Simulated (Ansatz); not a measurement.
Geometry optimisation, Ansatz 0.2.0, DFT PBE-D3(BJ), scalar-relativistic, plane waves, PAW.

Input:

```yaml
crystal:
  lattice:
    - [7.741753, 0.0, 0.0]
    - [0.0, 7.741753, 0.0]
    - [0.0, 0.0, 7.741753]
  atoms:
    - { symbol: O, position: [0.1518464, 0.1018139, 0.2339538] }
    - { symbol: C, position: [0.2105061, 0.2068415, 0.1467358] }
    - { symbol: O, position: [0.0906261, 0.794917, 0.8964316] }
    - { symbol: C, position: [-0.0285569, 0.8666016, 0.8441303] }
    - { symbol: O, position: [0.5706385, 0.9112139, -0.0307457] }
    - { symbol: C, position: [0.5606822, 0.9225407, 0.1170761] }
    - { symbol: O, position: [0.094506, 0.6482468, 0.3248386] }
    - { symbol: C, position: [0.0051544, 0.6220955, 0.2090322] }
    - { symbol: O, position: [0.6000428, 0.4687803, 0.2032803] }
    - { symbol: C, position: [0.6027315, 0.4719021, 0.0547484] }
    - { symbol: O, position: [0.8047208, 0.1559719, 0.5468352] }
    - { symbol: C, position: [0.949349, 0.1724459, 0.517002] }
    - { symbol: O, position: [0.5718637, 0.7034237, 0.4553275] }
    - { symbol: C, position: [0.6835956, 0.6070725, 0.4729665] }
    - { symbol: O, position: [0.1993607, 0.4714807, 0.9369104] }
    - { symbol: C, position: [0.1440596, 0.4425353, 0.8020673] }
basis:
  ecutwfc: 420.0
kpoints:
  mp_grid: { grid: [1, 1, 1] }
hamiltonian:
  xc: pbe
  dispersion: d3bj
scf:
  occupations: { method: fermi_dirac, width: 0.05 }
  lower_state_search: "off"
relax:
  f_tol: 0.3
  max_steps: 15
  adjacent_minimum: "off"
```

Run as:

```bash
$ ansatz run input.yaml --threads 1 --pin off --max-ram 3072MiB --backend cpu --events-out ev --progress --plain --runs-dir out
```

Question: Where does it end, and by what steps?

Answer: It converged. The threshold is loose, so the end isn't yet a minimum. The force dipped under the threshold on the way, but the program's further checks kept it going. Limits of this set-up: coarse k mesh. After 10 steps the energy has fallen by 0.896 eV; C12 moved furthest, 1.12 Å.

```
step  energy less start (eV)  largest force component (eV/Å)  accepted
   0                  0.0000                           2.201       yes
   1                 -0.4946                           1.437       yes
   2                 -0.6531                           1.038       yes
   3                 -0.7471                           1.361       yes
   4                 -0.8199                           0.628       yes
   5                 -0.8559                           0.360       yes
   6                 -0.8729                           0.632       yes
   7                 -0.8626                           1.751        no
   8                 -0.8893                           0.204       yes
   9                 -0.8724                           1.548        no
  10                 -0.8956                           0.282       yes
```

```xyz
16
Lattice="7.7418 0.0000 0.0000 0.0000 7.7418 0.0000 0.0000 0.0000 7.7418" Properties=species:S:1:pos:R:3
O 1.158 0.328 1.966
C 1.718 1.280 1.702
O 1.000 6.768 6.478
C -0.068 7.056 6.220
O 4.225 6.957 -0.428
C 4.647 7.182 0.603
O 1.066 4.927 2.844
C 0.331 4.593 2.044
O 4.732 3.296 1.336
C 5.056 3.351 0.249
O 5.175 1.440 4.268
C 6.254 1.538 3.920
O 4.130 5.556 4.148
C 5.220 5.237 4.195
O 1.968 3.661 6.728
C 1.473 3.161 5.834
```

Run time: 11 s on 1 thread of AMD EPYC 9R45 96-Core Processor (Zen 5), with other jobs on the host, peak memory 0.49 GiB.
